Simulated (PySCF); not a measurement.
# WH: bond curves at several levels of theory

An exercise on one series of results from a longer session: the logs are not shown, and one member is left open.

The runs use PySCF 2.14.0; H def2-TZVPP, W def2-TZVPP with ECP60, scalar-relativistic core potentials.

The first run:

The job is set up so:

- atoms: H, W
- charge: 0
- basis: H def2-TZVPP, W def2-TZVPP with ECP60
- Hamiltonian: scalar-relativistic core potentials
- basis functions: 70
- electrons treated: 15
- masses in u: 1.0078, 183.9509
- levels: PBE0, PBE, r²SCAN, LDA, BHandHLYP, M06-2X, BP86, ωB97M-V, HF, MP2, SCS-MP2, CCSD, CCSD(T)
- grid: 80 radial by 434 angular points
- occupations: held fixed by the projection of orbital angular momentum
- dissociation limit: H + W, each in its ground configuration
- starting distance in angstrom: 1.605
- values of 2S to try: 1, 3, 5, 7

Started as:

```
OMP_NUM_THREADS=1 python dia.py task.json out
```

Among the steps run: The job; First curve: PBE0; Other states along the same grid; PBE (GGA); r²SCAN; LDA; BHandHLYP (global hybrid GGA); M06-2X (hybrid meta-GGA); BP86 (GGA); ωB97M-V (range-separated hybrid); UHF (mean field); MP2 and coupled cluster.

One table of the session follows, with a row left open; its other results are not shown here.

Energy (eV) from each level's lowest point:

```
R (Å)    UHF  UHF-MP2  UHF-SCS-MP2  UHF-CCSD  UHF-CCSD(T)
1.473  0.735    0.476        0.510       n/a          n/a
1.542  0.382    0.201        0.226     0.258        0.254
1.610  0.161    0.052        0.066     0.085        0.083
1.662  0.063    0.004        0.011     0.020        0.019
1.713  0.012    0.000        0.000     0.000        0.000
1.764  0.000    0.032        0.026     0.016        0.017
1.833      ?        ?            ?         ?            ?
1.919  0.134    0.280        0.261     0.219        0.220
2.021  0.316    0.527        0.506     0.437        0.435
2.158  0.617    0.904        0.903       n/a          n/a
```

Estimate the missing values for R (Å) = 1.833.

Worked estimate for «UHF». A straight line through the neighbours (1.764, 0.000) and (1.919, 0.134) gives 0.000 + (0.134 − 0.000) × (1.833 − 1.764) / (1.919 − 1.764) = 0.060; a parabola fitted to 4 rows on both sides gives 0.037.

As computed: UHF: 0.033; UHF-MP2: 0.119; UHF-SCS-MP2: 0.106; UHF-CCSD: 0.082; UHF-CCSD(T): 0.083. In «UHF» the line misses by +0.027 and the parabola by +0.004.

Caveats from the session: The state is the lowest single determinant that the PBE0 search found; with open d or f shells the true ground state can be another one.
